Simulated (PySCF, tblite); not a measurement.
**C₇H₁₆OSi: geometry, infrared bands and NMR shifts**

What infrared bands and NMR shifts should C₇H₁₆OSi (`CC[C@@](C)(C=O)[C@H](C)[SiH3]`) show?

The runs use tblite 0.8.0 and PySCF 2.14.0, with density-fitted response routines of our own; the level of theory stands in each step. All values are computed, except where a source is named. Atoms are numbered from 0 throughout.

### 1 The molecule as given

25 atoms, charge 0, multiplicity 1; geometry from: force field or distance geometry start.

Bonds of the start (Å): C0–C1 1.50, C1–C2 1.49, C2–C3 1.53, C2–C4 1.48, C4–O5 1.25, C2–C6 1.48, C6–C7 1.51, C6–Si8 1.85, C0–H9 1.14, C0–H10 1.11, C0–H11 1.10, C1–H12 1.10, C1–H13 1.09, C3–H14 1.11, C3–H15 1.07, C3–H16 1.11, C4–H17 1.08, C6–H18 1.13, C7–H19 1.13, C7–H20 1.11, C7–H21 1.09, Si8–H22 1.48, Si8–H23 1.48, Si8–H24 1.47.

### 2 Optimising the geometry with GFN2-xTB

The job: settings as JSON, then the geometry in Å.

```
{"job": {"kind": "relax", "xc": "GFN2-xTB", "basis": "xTB"}, "charge": 0, "multiplicity": 1}
C      2.179100    -0.171700     0.953400
C      1.215800    -1.121300     0.296000
C      0.202700    -0.320900    -0.455700
C      0.952400     0.504000    -1.499500
C     -0.707000    -1.207800    -1.223900
O     -0.764700    -1.074300    -2.460400
C     -0.595000     0.504900     0.481300
C     -1.286100    -0.394200     1.472500
Si    -1.858700     1.599400    -0.301600
H      1.895500    -0.107700     2.052300
H      2.013900     0.831300     0.511300
H      3.206100    -0.536100     0.823800
H      1.724600    -1.840100    -0.368200
H      0.735200    -1.703000     1.083100
H      1.133400     1.552100    -1.182200
H      0.429100     0.437800    -2.432400
H      1.946200     0.017100    -1.605000
H     -1.334200    -1.981300    -0.818600
H      0.081700     1.167900     1.094200
H     -2.380900    -0.122800     1.533700
H     -0.818300    -0.311800     2.470400
H     -1.268900    -1.424000     1.101100
H     -1.410300     3.004700    -0.272200
H     -3.135200     1.495600     0.441000
H     -2.167200     1.226200    -1.685300
```

The run is started by

```bash
> OMP_NUM_THREADS=1 python probes_run.py task.json out
```

One launch serves the whole session: the jobs run in the order shown.

The program printed:

```text
step      E/eV     max force
  0    -785.75074    4.151
  1    -786.05010    5.007
  2    -786.23131    1.197
  3    -786.32226    0.993
  4    -786.45871    0.537
  5    -786.50940    0.548
  6    -786.54960    0.378
  7    -786.57271    0.316
  8    -786.59790    0.414
  9    -786.62177    0.343
 10    -786.64237    0.273
 11    -786.65660    0.239
 12    -786.66839    0.275
 13    -786.68066    0.263
 14    -786.69244    0.208
 15    -786.70220    0.203
 16    -786.71074    0.211
 17    -786.71962    0.223
 18    -786.72933    0.241
 19    -786.73968    0.254
 20    -786.75026    0.231
 21    -786.76062    0.279
 22    -786.77052    0.219
 23    -786.77989    0.221
 24    -786.78798    0.229
 25    -786.79413    0.163
 26    -786.79861    0.131
 27    -786.80213    0.109
 28    -786.80567    0.156
 29    -786.81004    0.174
 30    -786.81519    0.195
 31    -786.82067    0.150
 32    -786.82648    0.186
 33    -786.83331    0.227
 34    -786.84175    0.263
 35    -786.85111    0.238
 36    -786.85942    0.165
 37    -786.86595    0.165
 38    -786.87230    0.171
 39    -786.87983    0.179
 40    -786.88526    0.285
 41    -786.89474    0.240
 42    -786.90381    0.194
 43    -786.91633    0.249
 44    -786.92645    0.239
 45    -786.94148    0.269
 46    -786.95277    0.288
 47    -786.95896    0.312
 48    -786.97119    0.196
 49    -786.97998    0.147
 50    -786.98718    0.157
 51    -786.99189    0.170
 52    -786.99694    0.146
 53    -787.00196    0.148
 54    -787.00539    0.112
 55    -787.00702    0.079
 56    -787.00807    0.063
 57    -787.00912    0.059
 58    -787.01001    0.058
 59    -787.01060    0.074
 60    -787.01104    0.046
 61    -787.01149    0.043
 62    -787.01212    0.050
 63    -787.01272    0.048
 64    -787.01327    0.054
 65    -787.01373    0.058
 66    -787.01421    0.055
 67    -787.01471    0.043
 68    -787.01520    0.047
 69    -787.01568    0.049
 70    -787.01618    0.045
 71    -787.01671    0.052
 72    -787.01723    0.051
 73    -787.01773    0.046
 74    -787.01828    0.041
 75    -787.01901    0.055
 76    -787.01983    0.059
 77    -787.02050    0.045
 78    -787.02093    0.037
 79    -787.02126    0.035
 80    -787.02165    0.043
 81    -787.02206    0.046
 82    -787.02238    0.031
 83    -787.02262    0.034
 84    -787.02292    0.046
 85    -787.02339    0.058
 86    -787.02403    0.062
 87    -787.02467    0.055
 88    -787.02516    0.046
 89    -787.02555    0.038
 90    -787.02591    0.054
 91    -787.02625    0.056
 92    -787.02652    0.032
 93    -787.02673    0.028
 94    -787.02692    0.029
 95    -787.02712    0.037
 96    -787.02727    0.027
 97    -787.02738    0.022
 98    -787.02748    0.022
 99    -787.02761    0.030
100    -787.02777    0.034
101    -787.02795    0.024
102    -787.02812    0.028
103    -787.02830    0.027
104    -787.02849    0.039
105    -787.02866    0.036
106    -787.02880    0.043
107    -787.02892    0.023
108    -787.02906    0.032
109    -787.02922    0.044
110    -787.02944    0.049
111    -787.02970    0.045
112    -787.02995    0.034
113    -787.03021    0.033
114    -787.03050    0.036
115    -787.03082    0.038
116    -787.03110    0.041
117    -787.03132    0.034
118    -787.03152    0.035
119    -787.03173    0.033
120    -787.03193    0.035
121    -787.03211    0.044
122    -787.03226    0.045
123    -787.03239    0.035
124    -787.03252    0.028
125    -787.03267    0.033
126    -787.03286    0.046
127    -787.03311    0.049
128    -787.03335    0.029
129    -787.03355    0.033
130    -787.03372    0.038
131    -787.03391    0.055
132    -787.03416    0.054
133    -787.03454    0.040
134    -787.03487    0.051
135    -787.03537    0.077
136    -787.03601    0.091
137    -787.03667    0.229
138    -787.03721    0.105
139    -787.03818    0.103
140    -787.03913    0.215
141    -787.03982    0.136
142    -787.04071    0.252
143    -787.04172    0.062
144    -787.04249    0.112
145    -787.04334    0.088
146    -787.04418    0.060
147    -787.04468    0.179
148    -787.04540    0.059
149    -787.04606    0.052
150    -787.04693    0.081
151    -787.04760    0.105
152    -787.04816    0.051
153    -787.04856    0.077
154    -787.04893    0.069
155    -787.04934    0.070
156    -787.05036    0.082
157    -787.05102    0.081
158    -787.05195    0.097
159    -787.05275    0.053
160    -787.05329    0.153
161    -787.05409    0.075
162    -787.05483    0.065
163    -787.05580    0.064
164    -787.05643    0.064
165    -787.05749    0.110
166    -787.05820    0.071
167    -787.05916    0.137
168    -787.06008    0.127
169    -787.06101    0.073
170    -787.06171    0.109
171    -787.06239    0.060
172    -787.06295    0.077
173    -787.06360    0.048
174    -787.06438    0.056
175    -787.06522    0.069
176    -787.06608    0.074
177    -787.06730    0.082
178    -787.06862    0.175
179    -787.07056    0.130
180    -787.07261    0.163
181    -787.07476    0.095
182    -787.07662    0.116
183    -787.07916    0.101
184    -787.08114    0.192
185    -787.08449    0.203
186    -787.08745    0.148
187    -787.09252    0.191
188    -787.09569    0.151
189    -787.10224    0.142
190    -787.10754    0.161
191    -787.10935    0.482
192    -787.11306    0.211
193    -787.11846    0.305
194    -787.12643    0.154
195    -787.13816    0.160
196    -787.14140    0.203
197    -787.14589    0.149
198    -787.14895    0.113
199    -787.15113    0.115
200    -787.15285    0.109
201    -787.15454    0.076
202    -787.15582    0.071
203    -787.15665    0.091
204    -787.15739    0.048
205    -787.15824    0.047
206    -787.15864    0.060
207    -787.15905    0.052
208    -787.15948    0.054
209    -787.16014    0.053
210    -787.16090    0.054
211    -787.16154    0.052
212    -787.16199    0.040
213    -787.16236    0.041
214    -787.16276    0.038
215    -787.16320    0.040
216    -787.16364    0.039
217    -787.16402    0.032
218    -787.16436    0.034
219    -787.16468    0.041
220    -787.16499    0.035
221    -787.16530    0.039
222    -787.16557    0.038
223    -787.16579    0.036
224    -787.16597    0.035
225    -787.16611    0.026
226    -787.16622    0.021
227    -787.16631    0.023
228    -787.16639    0.021
229    -787.16647    0.019
230    -787.16653    0.017
231    -787.16659    0.015
232    -787.16665    0.015
233    -787.16671    0.015
234    -787.16676    0.017
235    -787.16681    0.013
236    -787.16685    0.012
237    -787.16689    0.010
```

Wall time 3.9 s (1 thread of Arm Neoverse N1, shared host); peak memory 0.18 GiB.

The steps of the relaxation: (not every step is listed)

```tsv
step	energy from step 0 (eV)	largest force (eV/Å)
0	0.0000	4.1508
1	-0.2994	5.0066
2	-0.4806	1.1965
3	-0.5715	0.9928
4	-0.7080	0.5372
5	-0.7587	0.5479
6	-0.7989	0.3776
7	-0.8220	0.3163
8	-0.8472	0.4143
30	-1.0645	0.1952
52	-1.2462	0.1463
74	-1.2675	0.0412
96	-1.2765	0.0275
118	-1.2808	0.0353
140	-1.2884	0.2147
162	-1.3041	0.0654
184	-1.3304	0.1918
206	-1.4079	0.0601
228	-1.4157	0.0215
232	-1.4159	0.0146
233	-1.4160	0.0154
234	-1.4160	0.0171
235	-1.4161	0.0131
236	-1.4161	0.0121
237	-1.4162	0.0098
```

Close pairs (by a distance rule), those that changed most:

```tsv
bond	before (Å)	after (Å)	change (Å)
C6–Si8	1.846	1.925	+0.079
C2–C6	1.482	1.536	+0.054
C0–H9	1.137	1.086	-0.050
C1–C2	1.494	1.542	+0.048
C4–O5	1.245	1.201	-0.044
C7–H19	1.130	1.088	-0.042
C6–H18	1.128	1.094	-0.035
C4–H17	1.075	1.107	+0.032
```

The final coordinates are the input of the step that follows.

### 3 Harmonic vibrations with GFN2-xTB

The job: settings as JSON, then the geometry in Å.

```
{"job": {"kind": "ir", "xc": "GFN2-xTB", "basis": "xTB"}, "charge": 0, "multiplicity": 1}
C      2.193103    -0.387905     1.248026
C      1.270522    -1.128945     0.286116
C      0.284035    -0.223699    -0.478702
C      1.077168     0.767865    -1.353459
C     -0.476871    -1.057607    -1.468505
O     -1.583816    -0.802483    -1.858829
C     -0.719192     0.533229     0.404228
C     -1.315663    -0.349134     1.501238
Si    -2.183536     1.306503    -0.577420
H      1.625813     0.196447     1.967074
H      2.863598     0.279667     0.713662
H      2.800705    -1.104748     1.796086
H      1.886808    -1.659085    -0.446206
H      0.707890    -1.884046     0.837701
H      1.565386     1.505322    -0.722395
H      0.416647     1.292052    -2.037940
H      1.835959     0.246648    -1.934510
H      0.067555    -1.933276    -1.870610
H     -0.173000     1.345364     0.892091
H     -2.082449     0.205541     2.038198
H     -0.573568    -0.671273     2.230170
H     -1.784432    -1.231948     1.069915
H     -1.834103     1.800724    -1.905677
H     -2.503403     2.507122     0.225028
H     -3.376092     0.471809    -0.546148
```

The program printed:

```text
mode    cm-1     km/mol
  1      80.6      1.33
  2      97.3      3.50
  3     117.8      0.04
  4     175.3      8.43
  5     182.9     18.52
  6     199.2     14.27
  7     227.9      0.63
  8     244.2      3.40
  9     259.5      1.43
 10     295.9      0.51
 11     319.5      5.20
 12     331.5      0.77
 13     353.1      1.08
 14     387.2      4.67
 15     416.5      2.27
 16     464.8      5.55
 17     578.7     86.64
 18     593.7     52.67
 19     604.6      3.06
 20     710.0      6.60
 21     761.0    248.06
 22     803.1     93.79
 23     825.5     13.71
 24     853.2    304.13
 25     870.6    136.86
 26     892.8     13.46
 27     941.2     12.99
 28     956.0     29.56
 29    1008.7      7.72
 30    1018.3      4.54
 31    1033.9     11.45
 32    1065.4      3.41
 33    1091.4      1.03
 34    1102.9      2.85
 35    1150.2      0.29
 36    1179.9      3.89
 37    1234.2      6.18
 38    1251.1      6.40
 39    1278.1      2.17
 40    1311.9      1.96
 41    1349.1      3.34
 42    1370.6     12.38
 43    1401.5      5.29
 44    1414.2      4.55
 45    1422.3      1.41
 46    1487.2      0.51
 47    1490.4      5.04
 48    1496.9      5.20
 49    1504.5      3.41
 50    1512.4      1.09
 51    1517.0      0.20
 52    1530.7      1.25
 53    1769.9    234.38
 54    2136.6    439.04
 55    2280.6    287.32
 56    2322.4    282.39
 57    2769.6    129.10
 58    2943.9     41.49
 59    2950.1     51.76
 60    2991.5     21.82
 61    3006.6     52.70
 62    3017.9     39.78
 63    3021.6     39.31
 64    3031.3     29.46
 65    3033.3     42.03
 66    3040.9     12.05
 67    3047.2     40.41
 68    3052.1     27.47
 69    3057.5     18.52
```

It took 2.1 s on 1 thread of Arm Neoverse N1, shared host; peak memory 0.18 GiB.

The strongest bands and the atoms that carry them (share of the mass-weighted mode):

```tsv
cm⁻¹	km/mol	atoms
761	248.1	H22 40 %, H24 35 %, Si8 10 %
853	304.1	H23 39 %, H22 35 %, H24 15 %
871	136.9	H23 43 %, H24 35 %, H22 12 %
1770	234.4	C4 60 %, O5 39 %
2137	439.0	H23 95 %
2281	287.3	H22 96 %
2322	282.4	H24 96 %
2770	129.1	H17 94 %
```

### 4 Shielding tensors: PBE0/pcSseg-1

Same as in step 3 but for these lines:

```diff
@@ -1,2 +1,2 @@
-{"job": {"kind": "ir", "xc": "GFN2-xTB", "basis": "xTB"}, "charge": 0, "multiplicity": 1}
+{"job": {"kind": "nmr", "xc": "PBE0", "basis": "pcSseg-1"}, "charge": 0, "multiplicity": 1}
 C      2.193103    -0.387905     1.248026
```

Method: GIAO PBE0/pcSseg-1 NMR shielding, non-relativistic, gas phase.

The program printed:

```text
coarse grid: 20232 points
cycle   1  E = -640.2778313109  dE =  9.010e-01  |g| = 7.898e-01  |ddm| = 4.308e+00
cycle   2  E = -639.9654498896  dE =  3.124e-01  |g| = 1.504e+00  |ddm| = 2.010e+00
cycle   3  E = -640.4027199931  dE = -4.373e-01  |g| = 1.982e-01  |ddm| = 1.518e+00
cycle   4  E = -640.4110368553  dE = -8.317e-03  |g| = 6.319e-02  |ddm| = 2.336e-01
cycle   5  E = -640.4119349909  dE = -8.981e-04  |g| = 1.516e-02  |ddm| = 8.175e-02
cycle   6  E = -640.4119842016  dE = -4.921e-05  |g| = 4.733e-03  |ddm| = 1.869e-02
cycle   7  E = -640.4119891224  dE = -4.921e-06  |g| = 9.415e-04  |ddm| = 4.692e-03
final grid: 187544 points
cycle   8  E = -640.4793240166  dE = -8.782e-05  |g| = 1.393e-02  |ddm| = 5.693e-02
cycle   9  E = -640.4792468830  dE =  7.713e-05  |g| = 2.418e-02  |ddm| = 3.163e-02
cycle  10  E = -640.4793640062  dE = -1.171e-04  |g| = 3.603e-03  |ddm| = 2.190e-02
cycle  11  E = -640.4793666177  dE = -2.611e-06  |g| = 4.044e-04  |ddm| = 3.028e-03
cycle  12  E = -640.4793666520  dE = -3.432e-08  |g| = 1.728e-04  |ddm| = 7.239e-04
cycle  13  E = -640.4793666589  dE = -6.846e-09  |g| = 4.224e-05  |ddm| = 2.107e-04
cycle  14  E = -640.4793666593  dE = -4.075e-10  |g| = 1.030e-05  |ddm| = 4.758e-05
converged SCF energy = -640.4793666593

GIAO shielding tensors (ppm)
atom      isotropic    diamagn.    paramagn.     s11        s22        s33       span
  0 C      178.579     247.342     -68.763    172.611    175.717    187.409     14.798
  1 C      157.691     249.119     -91.428    142.319    160.909    169.844     27.524
  2 C      135.250     252.206    -116.955    120.755    129.686    155.310     34.555
  3 C      164.188     248.398     -84.210    146.268    158.653    187.643     41.375
  4 C      -33.860     252.821    -286.681   -128.922    -49.016     76.356    205.279
  5 O     -305.465     403.584    -709.050   -842.733   -410.955    337.292   1180.025
  6 C      164.062     250.246     -86.184    147.329    163.419    181.438     34.109
  7 C      171.270     248.110     -76.840    162.325    167.716    183.768     21.442
  8 Si     419.037     880.139    -461.102    371.012    409.228    476.873    105.861
  9 H       30.767      31.821      -1.053     25.189     31.171     35.943     10.754
 10 H       30.673      30.837      -0.163     25.475     29.862     36.682     11.207
 11 H       30.568      28.353       2.214     25.756     27.198     38.750     12.994
 12 H       30.337      33.295      -2.959     26.176     28.127     36.707     10.532
 13 H       29.844      33.624      -3.780     25.553     29.165     34.814      9.261
 14 H       30.512      32.608      -2.096     26.793     29.313     35.429      8.636
 15 H       30.384      32.227      -1.842     24.316     30.366     36.471     12.156
 16 H       30.986      32.209      -1.223     26.213     28.633     38.112     11.899
 17 H       22.061      31.094      -9.033     19.052     20.606     26.523      7.471
 18 H       30.833      34.847      -4.014     27.387     30.036     35.077      7.690
 19 H       30.607      30.041       0.566     25.197     28.581     38.044     12.847
 20 H       30.566      31.860      -1.294     24.422     30.730     36.546     12.124
 21 H       31.163      32.016      -0.853     27.701     28.922     36.867      9.165
 22 H       27.367      30.587      -3.220     23.599     26.436     32.068      8.469
 23 H       27.808      29.819      -2.011     23.736     25.966     33.722      9.985
 24 H       27.626      30.241      -2.615     24.541     25.490     32.846      8.305
```

Run time: 1.8 min. Hardware: 1 thread of Arm Neoverse N1, shared host; peak memory 1.2 GiB.

Shifts follow as δ = σ(reference) − σ, with reference shieldings (ppm) from runs at the same level and on the same kind of geometry: ¹H TMS 31.72, ¹³C TMS 186.9, ²⁹Si TMS 349.2, ¹⁷O H2O 336.1. The references are single molecules in the gas phase, so shifts against H2O, NH3, PH3, H3PO4 or CFCl3 are not on the usual liquid scales and can be off by tens of ppm. Atoms listed in one row are averaged.

```tsv
atoms	environment	σ (ppm)	δ (ppm)	δ scaled to CDCl3
C4	aldehyde carbonyl carbon	-33.9	220.8	213.6
C2	quaternary sp3 carbon α to a carbonyl	135.3	51.7	48.5
C1	sp3 CH2	157.7	29.2	26.6
C6	sp3 CH bonded to Si	164.1	22.9	20.4
C3	methyl carbon	164.2	22.7	20.3
C7	methyl carbon	171.3	15.7	13.4
C0	methyl carbon	178.6	8.3	6.2
H17	hydrogen on an aldehyde carbonyl carbon	22.06	9.66	9.21
H22, H23, H24	hydrogen on a silicon bonded to C	27.60	4.12	–
H13	hydrogen on an sp3 CH2	29.84	1.87	1.87
H12	hydrogen on an sp3 CH2	30.34	1.38	1.41
H14, H15, H16	hydrogen on a methyl carbon	30.63	1.09	1.13
H9, H10, H11	hydrogen on a methyl carbon	30.67	1.05	1.09
H19, H20, H21	hydrogen on a methyl carbon	30.78	0.94	0.99
H18	hydrogen on an sp3 CH bonded to Si	30.83	0.88	0.94
O5	aldehyde oxygen	-305.5	641.5	–
Si8	silicon bonded to C, 3 H	419.0	-69.9	–
```

The scaled column applies a straight-line fit of computed shieldings to shifts measured in CDCl3 (root-mean-square error 0.16 ppm for H, 1.9 ppm for C).

The run also stored atomic charges by several schemes (e):

```tsv
atoms	Mulliken	IAO	Hirshfeld	ESP fit
C0	-0.25	-0.42	-0.11	-0.34
C1	-0.17	-0.25	-0.07	0.10
C2	-0.64	-0.01	0.01	0.19
C3	-0.13	-0.41	-0.11	-0.49
C4	0.43	0.27	0.15	0.36
O5	-0.37	-0.37	-0.16	-0.41
C6	-0.46	-0.36	-0.11	0.11
C7	-0.21	-0.41	-0.12	-0.58
Si8	0.53	0.60	0.27	0.25
```

Mayer bond orders: C0–C1 1.07, C1–C2 0.99, C2–C3 1.01, C2–C4 0.93, C4–O5 1.93, C2–C6 0.97, C6–C7 1.04, C6–Si8 0.85.

### 5 Outcome

| quantity | value |
| --- | --- |
| strongest single infrared mode (GFN2-xTB) | 2137 cm⁻¹, 439 km/mol |
| zero-point energy (GFN2-xTB) | 131.9 kcal/mol |
| ¹³C shifts against TMS (PBE0/pcSseg-1) | 220.8, 51.7, 29.2, 22.9, 22.7, 15.7, 8.3 ppm |
| ¹H shifts against TMS (PBE0/pcSseg-1, means over atoms taken as alike) | 9.66, 4.12, 1.87, 1.38, 1.09, 1.05, 0.94, 0.88 ppm |
| ¹⁷O shifts against H2O (PBE0/pcSseg-1) | 641.5 ppm |
| ²⁹Si shifts against TMS (PBE0/pcSseg-1) | -69.9 ppm |

**Reading.** Over 237 steps the energy fell by 1.416 eV; of the close pairs, C6–Si8 changed most, 1.846 to 1.925 Å. No mode is imaginary among the 69: a minimum at this level. The strongest single mode, at 2137 cm⁻¹, moves mainly H23. Unscaled tight-binding wavenumbers are off by several per cent, some by more. Its intensities can rank the bands wrongly. C4 (aldehyde carbonyl carbon) lies farthest downfield among carbon, at 220.8 ppm; the double bond to the heteroatom, with no lone-pair donor beside it, deshields it most. H17 (hydrogen on an aldehyde carbonyl carbon) lies farthest downfield among hydrogen, at 9.66 ppm; the formyl region, downfield of aromatic protons. At PBE0/pcSseg-1: Shielding is most anisotropic at O5 (span 1180 ppm, paramagnetic term -709 ppm).
